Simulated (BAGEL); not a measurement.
# A workflow on GaGeH5 (SMILES [GaH2][GeH3])

Wanted: a single-point energy (HF/def2-SVP), then a single-point energy (NEVPT2(2,2)/def2-SVP), then a single-point energy (CASPT2(2,2)/def2-SVP) of GaGeH5. 

Program for the calculation: BAGEL 1.2.2.

1 further run of the same task is left out (set aside as unsound or not needed).

### Step 1. The molecule

GaGeH5 has 7 atoms, charge 0, and is taken as a singlet. SMILES: `[GaH2][GeH3]`. One bond was lengthened or shortened from a relaxed shape.

Bond lengths: Ga1–Ge2 2.444 Å, Ga1–H3 1.572 Å, Ga1–H4 1.572 Å, Ge2–H5 1.540 Å, Ge2–H6 1.775 Å, Ge2–H7 1.540 Å. Angles: Ga1–Ge2–H5 113.0°, Ga1–Ge2–H6 109.4°, Ga1–Ge2–H7 112.6°, Ge2–Ga1–H3 120.3°, Ge2–Ga1–H4 120.7°, H5–Ge2–H6 106.9°, H5–Ge2–H7 107.8°, H6–Ge2–H7 106.8°, H3–Ga1–H4 119.0°.

### Step 2. A single-point energy at HF/def2-SVP (density fitting with svp-jkfit) (run 1)

The input, job.json:

```json
{ "bagel": [

{
  "title": "molecule",
  "basis": "svp",
  "df_basis": "svp-jkfit",
  "angstrom": true,
  "geometry": [
    { "atom": "Ga", "xyz": [      -0.287906,      -1.478399,      -0.071096 ] },
    { "atom": "Ge", "xyz": [       0.356394,       0.869101,      -0.289896 ] },
    { "atom": "H", "xyz": [       0.608494,      -2.473099,       0.752504 ] },
    { "atom": "H", "xyz": [      -1.614406,      -2.010499,      -0.725296 ] },
    { "atom": "H", "xyz": [      -0.228906,       1.538501,      -1.547096 ] },
    { "atom": "H", "xyz": [      -0.246100,       1.779800,       1.109100 ] },
    { "atom": "H", "xyz": [       1.884094,       1.061801,      -0.323096 ] }
  ]
},

{ "title": "hf" },

{ "title": "print", "file": "orbitals.molden", "orbitals": true }

]}
```

Launch:

```bash
$ BAGEL_NUM_THREADS=1 BAGEL job.json > job.out
```

Output:

```text
* using 1 threads per process

  ===============================================================
  ===============================================================

  *** Geometry ***

  { "atom" : "Ga", "xyz" : [     -0.544063,     -2.793769,     -0.134352 ] },
  { "atom" : "Ge", "xyz" : [      0.673487,      1.642363,     -0.547824 ] },
  { "atom" : "H", "xyz" : [      1.149887,     -4.673480,      1.422026 ] },
  { "atom" : "H", "xyz" : [     -3.050785,     -3.799292,     -1.370611 ] },
  { "atom" : "H", "xyz" : [     -0.432570,      2.907346,     -2.923588 ] },
  { "atom" : "H", "xyz" : [     -0.465062,      3.363335,      2.095895 ] },
  { "atom" : "H", "xyz" : [      3.560422,      2.006513,     -0.610563 ] },

  Number of auxiliary basis functions:      622

  Since a DF basis is specified, we compute 2- and 3-index integrals:
    o Being stored without compression. Storage requirement is 0.039 GB

  Number of basis functions:       89
  Number of electrons      :       68

    * METHOD: MOLECULE                             0.42

  *** RHF ***

  === Nuclear Repulsion ===
   292.8769336343

      * DIIS with orbital gradients will be used.

  === RHF iteration (svp) ===
      0      -4000.94484736          0.00544080           0.15
      1      -4000.97650104          0.00192593           0.14
      2      -4000.97934407          0.00101920           0.14
      3      -4000.97987642          0.00010193           0.14
      4      -4000.97988710          0.00002550           0.14
      5      -4000.97988807          0.00000800           0.14
      6      -4000.97988813          0.00000351           0.14
      7      -4000.97988814          0.00000077           0.14
      8      -4000.97988814          0.00000023           0.14
      9      -4000.97988814          0.00000012           0.14
     10      -4000.97988814          0.00000004           0.14
     11      -4000.97988814          0.00000001           0.14
    * SCF iteration converged.

    * Permanent dipole moment:
           (   -0.019570,     0.294118,     0.152600) a.u.

    * METHOD: HF                                   2.03

    * METHOD: PRINT                                0.02

  ===============================================================
```

Wall time 2.6 s (1 thread of Arm Neoverse V1, shared host); peak memory 0.17 GiB.

### Step 3. The energy at NEVPT2(2,2)/def2-SVP (density fitting with svp-jkfit) (run 2)

The input, input.json:

```json
{ "bagel" : [

{
  "title" : "molecule",
  "basis" : "svp",
  "df_basis" : "svp-jkfit",
  "angstrom" : true,
  "geometry" : [
    { "atom" : "Ga", "xyz" : [      -0.287906,      -1.478399,      -0.071096 ] },
    { "atom" : "Ge", "xyz" : [       0.356394,       0.869101,      -0.289896 ] },
    { "atom" : "H", "xyz" : [       0.608494,      -2.473099,       0.752504 ] },
    { "atom" : "H", "xyz" : [      -1.614406,      -2.010499,      -0.725296 ] },
    { "atom" : "H", "xyz" : [      -0.228906,       1.538501,      -1.547096 ] },
    { "atom" : "H", "xyz" : [      -0.246100,       1.779800,       1.109100 ] },
    { "atom" : "H", "xyz" : [       1.884094,       1.061801,      -0.323096 ] }
  ]
},

{
  "title" : "hf"
},

{
  "title" : "nevpt2",
  "nstate" : 1,
  "nact" : 2,
  "nclosed" : 33,
  "active" : [32, 36],
  "maxiter" : 200,
  "natocc" : true,
  "ncore" : 18
},

{
  "title" : "print",
  "file" : "orbitals.molden",
  "orbitals" : true
}

]}
```

Launch:

```bash
$ BAGEL_NUM_THREADS=1 BAGEL input.json > input.out
```

Output:

```text
* using 1 threads per process

  ===============================================================
  ===============================================================

  *** Geometry ***

  { "atom" : "Ga", "xyz" : [     -0.544063,     -2.793769,     -0.134352 ] },
  { "atom" : "Ge", "xyz" : [      0.673487,      1.642363,     -0.547824 ] },
  { "atom" : "H", "xyz" : [      1.149887,     -4.673480,      1.422026 ] },
  { "atom" : "H", "xyz" : [     -3.050785,     -3.799292,     -1.370611 ] },
  { "atom" : "H", "xyz" : [     -0.432570,      2.907346,     -2.923588 ] },
  { "atom" : "H", "xyz" : [     -0.465062,      3.363335,      2.095895 ] },
  { "atom" : "H", "xyz" : [      3.560422,      2.006513,     -0.610563 ] },

  Number of auxiliary basis functions:      622

  Since a DF basis is specified, we compute 2- and 3-index integrals:
    o Being stored without compression. Storage requirement is 0.039 GB

  Number of basis functions:       89
  Number of electrons      :       68

    * METHOD: MOLECULE                             0.42

  *** RHF ***

  === Nuclear Repulsion ===
   292.8769336343

      * DIIS with orbital gradients will be used.

  === RHF iteration (svp) ===
      0      -4000.94484736          0.00544080           0.15
      1      -4000.97650104          0.00192593           0.14
      2      -4000.97934407          0.00101920           0.14
      3      -4000.97987642          0.00010193           0.14
      4      -4000.97988710          0.00002550           0.14
      5      -4000.97988807          0.00000800           0.14
      6      -4000.97988813          0.00000351           0.14
      7      -4000.97988814          0.00000077           0.14
      8      -4000.97988814          0.00000023           0.14
      9      -4000.97988814          0.00000012           0.14
     10      -4000.97988814          0.00000004           0.14
     11      -4000.97988814          0.00000001           0.14
    * SCF iteration converged.

    * Permanent dipole moment:
           (   -0.019570,     0.294118,     0.152600) a.u.

    * METHOD: HF                                   2.02

    * freezing 18 orbitals
  ---------------------------
      CASSCF calculation
  ---------------------------

    ==== Active orbitals : =====
         Orbital 32
         Orbital 36
    ============================

    * nstate   :      1
    * nclosed  :     33
    * nact     :      2
    * nvirt    :     54
  === CASSCF iteration (svp) ===

    * Using the second-order algorithm

      0  0     -4000.98048630     1.23e-04      0.04

      1  0     -4000.99464328     9.75e-04      0.62

      2  0     -4000.99808543     2.44e-04      0.65

      3  0     -4000.99825420     7.87e-05      0.71

      4  0     -4000.99825998     2.45e-05      0.69

      5  0     -4000.99826037     7.05e-06      0.72

      6  0     -4000.99826039     1.96e-06      0.72

      7  0     -4000.99826040     5.40e-07      0.75

      8  0     -4000.99826040     1.48e-07      0.72

      9  0     -4000.99826040     4.03e-08      0.70

     10  0     -4000.99826040     1.10e-08      0.63

     11  0     -4000.99826040     3.00e-09      0.60

    * Second-order optimization converged. *

     guess   0:   closed 1.                   open ..

  === FCI iteration ===

      0  0     -4000.97948798     6.69e-02      0.00
      1  0     -4000.99824554     1.50e-03      0.00
      2  0 *   -4000.99826040     3.05e-16      0.00

     * ci vector, state   0, <S^2> = 0.0000
       2.     0.9902971603
       .2    -0.1389659466

  === DF-NEVPT2 calculation ===

    * 3-index integral transformation done
    * assembly done

      NEVPT2 correlation energy:   -0.4396684676      0.20

          (+0)     -0.4056368820
          (+0)'    -0.0050860049
          (+1)     -0.0051035669
          (+1)'    -0.0000000000
          (+2)     -0.0002780659
          (-1)     -0.0161541964
          (-1)'     0.0000000000
          (-2)     -0.0074097515

      NEVPT2 total energy:       -4001.4379288638

    * METHOD: NEVPT2                               8.31

    * METHOD: PRINT                                0.02

  ===============================================================
```

Run time: 11 s. Hardware: 1 thread of Arm Neoverse V1, shared host; peak memory 0.17 GiB.

### Step 4. A single-point energy at CASPT2(2,2)/def2-SVP (density fitting with svp-jkfit) (run 3)

input.json: that of step 3 with these lines changed.

```diff
@@ -18,22 +18,9 @@
 
-{
-  "title" : "hf"
-},
+{ "title" : "hf" },
 
-{
-  "title" : "nevpt2",
-  "nstate" : 1,
-  "nact" : 2,
-  "nclosed" : 33,
-  "active" : [32, 36],
-  "maxiter" : 200,
-  "natocc" : true,
-  "ncore" : 18
-},
+{ "title" : "casscf", "nstate" : 1, "nact" : 2, "nclosed" : 33, "active" : [32, 36], "maxiter" : 200, "natocc" : true },
 
-{
-  "title" : "print",
-  "file" : "orbitals.molden",
-  "orbitals" : true
-}
+{ "title" : "print", "file" : "orbitals.molden", "orbitals" : true },
+
+{ "title" : "smith", "method" : "caspt2", "ms" : true, "xms" : true, "sssr" : true, "shift" : 0.2, "shift_imag" : true, "ncore" : 18 }
```

Launch:

```bash
$ BAGEL_NUM_THREADS=1 BAGEL input.json > input.out
```

Output:

```text
* using 1 threads per process

  ===============================================================
  ===============================================================

  *** Geometry ***

  { "atom" : "Ga", "xyz" : [     -0.544063,     -2.793769,     -0.134352 ] },
  { "atom" : "Ge", "xyz" : [      0.673487,      1.642363,     -0.547824 ] },
  { "atom" : "H", "xyz" : [      1.149887,     -4.673480,      1.422026 ] },
  { "atom" : "H", "xyz" : [     -3.050785,     -3.799292,     -1.370611 ] },
  { "atom" : "H", "xyz" : [     -0.432570,      2.907346,     -2.923588 ] },
  { "atom" : "H", "xyz" : [     -0.465062,      3.363335,      2.095895 ] },
  { "atom" : "H", "xyz" : [      3.560422,      2.006513,     -0.610563 ] },

  Number of auxiliary basis functions:      622

  Since a DF basis is specified, we compute 2- and 3-index integrals:
    o Being stored without compression. Storage requirement is 0.039 GB

  Number of basis functions:       89
  Number of electrons      :       68

    * METHOD: MOLECULE                             0.43

  *** RHF ***

  === Nuclear Repulsion ===
   292.8769336343

      * DIIS with orbital gradients will be used.

  === RHF iteration (svp) ===
      0      -4000.94484736          0.00544080           0.16
      1      -4000.97650104          0.00192593           0.15
      2      -4000.97934407          0.00101920           0.15
      3      -4000.97987642          0.00010193           0.14
      4      -4000.97988710          0.00002550           0.14
      5      -4000.97988807          0.00000800           0.15
      6      -4000.97988813          0.00000351           0.14
      7      -4000.97988814          0.00000077           0.14
      8      -4000.97988814          0.00000023           0.14
      9      -4000.97988814          0.00000012           0.14
     10      -4000.97988814          0.00000004           0.15
     11      -4000.97988814          0.00000001           0.15
    * SCF iteration converged.

    * Permanent dipole moment:
           (   -0.019570,     0.294118,     0.152600) a.u.

    * METHOD: HF                                   2.10

  ---------------------------
      CASSCF calculation
  ---------------------------

    ==== Active orbitals : =====
         Orbital 32
         Orbital 36
    ============================

    * nstate   :      1
    * nclosed  :     33
    * nact     :      2
    * nvirt    :     54
  === CASSCF iteration (svp) ===

    * Using the second-order algorithm

      0  0     -4000.98048630     1.23e-04      0.04

      1  0     -4000.99464328     9.75e-04      0.64

      2  0     -4000.99808543     2.44e-04      0.69

      3  0     -4000.99825420     7.87e-05      0.75

      4  0     -4000.99825998     2.45e-05      0.73

      5  0     -4000.99826037     7.05e-06      0.73

      6  0     -4000.99826039     1.96e-06      0.73

      7  0     -4000.99826040     5.40e-07      0.73

      8  0     -4000.99826040     1.48e-07      0.73

      9  0     -4000.99826040     4.03e-08      0.73

     10  0     -4000.99826040     1.10e-08      0.66

     11  0     -4000.99826040     3.00e-09      0.61

    * Second-order optimization converged. *

     guess   0:   closed 1.                   open ..

  === FCI iteration ===

      0  0     -4000.97948798     6.69e-02      0.00
      1  0     -4000.99824554     1.50e-03      0.00
      2  0 *   -4000.99826040     3.05e-16      0.00

     * ci vector, state   0, <S^2> = 0.0000
       2.     0.9902971603
       .2    -0.1389659466

    * METHOD: CASSCF                               8.07

    * METHOD: PRINT                                0.02

  === SMITH program ===

    * freezing 18 orbitals

    * Approximate memory requirement for SMITH calulation per MPI process:
      o Storage requirement for T-amplitude, lambda, and residual is 0.03 GB
      o Storage requirement for MO integrals is 0.01 GB
    * Calculating and saving rdm4f

    * Zeroth order energy : state  0       -0.8533068674

    * CASPT2 iteration is performed using orthogonal basis

      -------------------------------------------  CASPT2 iteration  ---------------------------------------------------
       #      aibj      arbs      arbi      airj      risj      airs      arst      rist         Etot      error   time
      ------------------------------------------------------------------------------------------------------------------

       0  -0.40467  -0.00888  -0.01642  -0.00555  -0.00040  -0.00446  -0.00000  -0.00000   -0.4403916  0.0009613   0.10
       1  -0.40484  -0.00893  -0.01650  -0.00571  -0.00044  -0.00461   0.00000  -0.00000   -0.4410286  0.0002134   0.09
       2  -0.40485  -0.00893  -0.01651  -0.00572  -0.00044  -0.00461  -0.00000  -0.00000   -0.4410598  0.0000547   0.09
       3  -0.40485  -0.00893  -0.01651  -0.00571  -0.00045  -0.00462  -0.00000  -0.00000   -0.4410616  0.0000126   0.09
       4  -0.40485  -0.00893  -0.01651  -0.00571  -0.00045  -0.00462   0.00000  -0.00000   -0.4410617  0.0000026   0.10
       5  -0.40485  -0.00893  -0.01651  -0.00571  -0.00045  -0.00462  -0.00000   0.00000   -0.4410617  0.0000006   0.10

      ------------------------------------------------------------------------------------------------------------------

    * CASPT2 energy : state  0    -4001.4412949569
        w/o shift correction      -4001.4393221218
        reference weight              0.8921049046

    * METHOD: SMITH                                0.94

  ===============================================================
```

Wall time 12 s (1 thread of Arm Neoverse V1, shared host); peak memory 0.24 GiB.

### Step 5. What came out

```
                                 quantity           value
         run 1, HF/def2-SVP: total energy  -4000.97989 Eh
        run 1, HF/def2-SVP: dipole moment          0.84 D
          run 1, HF/def2-SVP: HOMO energy       -10.07 eV
          run 1, HF/def2-SVP: LUMO energy         0.58 eV
        run 1, HF/def2-SVP: HOMO–LUMO gap        10.65 eV
run 2, NEVPT2(2,2)/def2-SVP: total energy  -4001.43793 Eh
run 3, CASPT2(2,2)/def2-SVP: total energy  -4001.44129 Eh
```
